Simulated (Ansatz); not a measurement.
# BHLYP/cc-pVDZ run of SiCNCl2F (SMILES N#C[Si](F)(Cl)Cl)

What is the energy change on altering one bond length of SiCNCl2F at BHLYP/cc-pVDZ? 

Program for the calculation: Ansatz 0.2.0.

136 further runs of the same task are left out: 6 that didn't finish, 130 set aside as unsound or not needed. Runs told in other sessions of the task aren't counted.

## 1. The molecule

The species is SiCNCl2F (6 atoms), meant as a singlet with charge 0. As SMILES, `N#C[Si](F)(Cl)Cl`. Geometry: relaxed at PBE0-D4/def2-TZVP.

Bond lengths: N1–C2 1.151 Å, C2–Si3 1.830 Å, Si3–F4 1.572 Å, Si3–Cl5 2.006 Å, Si3–Cl6 2.006 Å. Angles: N1–C2–Si3 179.1°, C2–Si3–F4 107.4°, C2–Si3–Cl5 109.0°, C2–Si3–Cl6 109.0°, F4–Si3–Cl5 109.6°, F4–Si3–Cl6 109.6°, Cl5–Si3–Cl6 112.0°.

## 2. A single-point energy at BHLYP/cc-pVDZ

The input, in.yaml:

```yaml
crystal:
  periodic: [false, false, false]
  atoms:
    - {symbol: N, position_ang: [1.752600, -1.361000, 1.114200]}
    - {symbol: C, position_ang: [0.923100, -0.763300, 0.585900]}
    - {symbol: Si, position_ang: [-0.381900, 0.210300, -0.249400]}
    - {symbol: F, position_ang: [-1.471500, -0.801900, -0.758800]}
    - {symbol: Cl, position_ang: [0.422900, 1.177100, -1.812500]}
    - {symbol: Cl, position_ang: [-1.203100, 1.474700, 1.074300]}
basis:
  gaussian:
    orbitals: cc-pVDZ
hamiltonian:
  xc: {name: BHLYP}
accuracy: high
output:
  orbitals: {seedname: orbitals}
```

Run with:

```console
$ ansatz run in.yaml --threads 1 --pin off --max-ram 3480MiB --events-out events.jsonl --progress --plain --runs-dir runs
```

The log of the run:

```text
Warning: RAYON_NUM_THREADS=1 ignored (pool sized by the plan → 1); use --threads N
Functional definition: BHLYP
  name "BHLYP"
  parameter a = 0.5
  exchange = (1 - a)*b88_x + a*exact_x
  correlation = lyp_c
2106 factors; integrals over basis functions are off by at most 3.2e-9 eV
mean field evaluation 1: about -38164.3188 eV, gradient 4.2e1 eV
mean field evaluation 2: about -38161.1890 eV, gradient 5.9e1 eV
mean field evaluation 4: about -38168.0306 eV, gradient 2.9e0 eV
mean field evaluation 8: about -38168.5130 eV, gradient 9.6e-1 eV
mean field evaluation 16: about -38168.5153 eV, gradient 8.2e-5 eV
mean field -38168.51526018 eV, -1402.6670642627 hartree, gradient 3.2e-8 eV, S^2 0.000000; 0 other end points of the search recorded, 0 dependent functions left out
reference -38168.51528647 eV, -1402.6670652288 hartree; 35, 35 occupied and 61, 61 virtual orbitals, 2106 factors
Total energy: -38168.51528647 eV, -1402.6670652288 hartree
```

It took 14 s on 1 thread of Arm Neoverse V1, shared host; peak memory 0.38 GiB.

## 3. The distorted shape at the same level

The input, job.yaml:

```yaml
crystal:
  periodic: [false, false, false]
  atoms:
    - {symbol: "N", position_ang: [1.108776, -2.134420, 2.364648]}
    - {symbol: C, position_ang: [0.279276, -1.536720, 1.836348]}
    - {symbol: Si, position_ang: [-1.025724, -0.563120, 1.001048]}
    - {symbol: F, position_ang: [-2.115324, -1.575320, 0.491648]}
    - {symbol: Cl, position_ang: [0.422900, 1.177100, -1.812500]}
    - {symbol: Cl, position_ang: [-1.846924, 0.701280, 2.324748]}
basis:
  gaussian:
    orbitals: cc-pVDZ
hamiltonian:
  xc: {name: BHLYP}
accuracy: high
output: {orbitals: {seedname: orbitals}}
```

Run with:

```console
$ ansatz run job.yaml --threads 1 --pin off --max-ram 3480MiB --events-out events.jsonl --progress --plain --runs-dir runs
```

The log of the run:

```text
Warning: RAYON_NUM_THREADS=1 ignored (pool sized by the plan → 1); use --threads N
[... 5 set-up lines as earlier in the session ...]
2045 factors; integrals over basis functions are off by at most 2.9e-9 eV
mean field evaluation 1: about -38156.1911 eV, gradient 4.9e1 eV
mean field evaluation 2: about -38125.3998 eV, gradient 1.0e2 eV
mean field evaluation 4: about -38163.0731 eV, gradient 1.1e1 eV
mean field evaluation 8: about -38163.4143 eV, gradient 7.5e-1 eV
mean field evaluation 16: about -38163.8140 eV, gradient 3.7e-2 eV
mean field evaluation 32: about -38163.8141 eV, gradient 4.8e-7 eV
mean field -38163.81406530 eV, -1402.4942985376 hartree, gradient 4.3e-8 eV, S^2 0.000000; 0 other end points of the search recorded, 0 dependent functions left out
reference -38163.81409464 eV, -1402.4942996158 hartree; 35, 35 occupied and 61, 61 virtual orbitals, 2045 factors
Total energy: -38163.81409464 eV, -1402.4942996158 hartree
```

Run time: 15 s. Hardware: 1 thread of Arm Neoverse V1, shared host; peak memory 0.37 GiB.

## 4. Summary of results

At BHLYP/cc-pVDZ:

| quantity | value |
| --- | --- |
| first shape: total energy | -1402.66707 Eh |
| first shape: HOMO energy | -11.36 eV |
| first shape: LUMO energy | -0.12 eV |
| first shape: HOMO–LUMO gap | 11.24 eV |
| distorted shape: total energy | -1402.49430 Eh |
| distorted shape: HOMO energy | -9.14 eV |
| distorted shape: LUMO energy | -5.14 eV |
| distorted shape: HOMO–LUMO gap | 4.00 eV |
| energy change with the Si3–Cl5 bond stretched from 2.006 to 3.611 Å | 4.701 eV |

What this shows: One bond (distorted shape) is far stretched, which a spin-restricted single reference describes badly; a broken-symmetry solution may lie lower. With the Si3–Cl5 bond stretched from 2.006 to 3.611 Å the energy rises by 4.70 eV (108 kcal/mol). The first shape isn't relaxed at this level, so the change isn't measured from a minimum. A restricted reference can't describe the breaking bond well at this length.
